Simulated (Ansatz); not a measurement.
**SiGeH4 (triplet): from Hartree-Fock to the top rungs at distance Ge1–H5 along a hydrogen transfer = 1.991 Å, cc-pVDZ**

One table from this session's results is given with a row withheld; the runs are named, their logs left out.

The runs use Ansatz 0.2.0, Gaussian basis; cc-pVDZ, core rule «outside noble gas», up to 19 orbitals frozen.

The runs, in order: UHF; CCSD(T) on ROHF; CCSD(T) on UHF; BCCD(T) on ROHF; CISD; CCSDT(Q) on ROHF; CCSDT(Q) on UHF; CASSCF and MRCISD+Q, 4 electrons in 4 orbitals; CASSCF and NEVPT2, 4 electrons in 4 orbitals.

15 further runs of the same task are left out: 13 that didn't finish, 2 set aside as unsound or not needed.

## The geometry

The geometry derives from fragments relaxed apart (PBE0/def2-TZVP) and kept rigid, so it is no stationary point. A hydrogen atom is moved between rigid fragments. No spin-orbit coupling is included. The filled d shell of Ge may be among the frozen orbitals whatever the setting's name suggests; the logs give the count.

6 atoms, charge 0, spin multiplicity 3.

Atoms are counted from 1 here; the program's logs count them from 0.

Bond lengths: Ge1–H2 1.534 Å, Ge1–H3 1.534 Å, Ge1–H4 1.534 Å. Angles: H2–Ge1–H3 109.5°, H2–Ge1–H4 109.5°, H3–Ge1–H4 109.5°.

The first run:

The input, in.yaml:

```yaml
crystal:
  periodic: [false, false, false]
  atoms:
    - {symbol: Ge, position_ang: [-1.015938, 0.000000, 0.000000]}
    - {symbol: H, position_ang: [-1.527388, 1.446599, 0.000000]}
    - {symbol: H, position_ang: [-1.527388, -0.723300, 1.252792]}
    - {symbol: H, position_ang: [-1.527388, -0.723299, -1.252792]}
    - {symbol: H, position_ang: [0.975062, 0.000000, 0.000000]}
    - {symbol: Si, position_ang: [2.757062, 0.000000, 0.000000]}
basis:
  gaussian: {orbitals: cc-pVDZ}
magnetization: {spin_polarized: true, initial_magnetization: 2}
hamiltonian: {xc: hf}
output: {orbitals: {seedname: orbitals}}
```

Run with:

```sh
ansatz run in.yaml --threads 1 --pin off --events-out ev --progress --plain --max-ram 2393MiB
```

Among the steps run: UHF; CCSD(T) on ROHF; CCSD(T) on UHF; BCCD(T) on ROHF; CISD; CCSDT(Q) on ROHF; CCSDT(Q) on UHF; CASSCF and MRCISD+Q, 4 electrons in 4 orbitals; CASSCF and NEVPT2, 4 electrons in 4 orbitals.

One table of the session follows, with a row left open; its other results are not shown here.

```
       method  from UCCSDT(Q) (kJ/mol)
         ROHF                   +601.6
          UHF                   +588.0
         RMP2                   +145.5
         UMP2                   +144.4
         CISD                    +74.0
        RCCSD                    +19.5
        UCCSD                    +19.1
     RCCSD(T)                     +4.6
     UCCSD(T)                     +4.5
      BCCD(T)                     +4.5
       RCCSDT                     +0.7
       UCCSDT                     +0.7
    RCCSDT(Q)                      0.0
    UCCSDT(Q)                        0
  CASSCF pair                   +549.9
  NEVPT2 pair                   +143.3
  MRCISD pair                        ?
MRCISD+Q pair                     +2.5
```

Estimate the missing values for MRCISD pair.

As computed: from UCCSDT(Q) (kJ/mol): +62.6. In the column «from UCCSDT(Q) (kJ/mol)» it lies between RCCSD (+19.5) and CISD (+74.0).

Caveats from the session: Restricted and unrestricted rows rest on different reference determinants; where their highest levels disagree by more than a few hundredths of an eV, they describe different states and don't form one ladder.
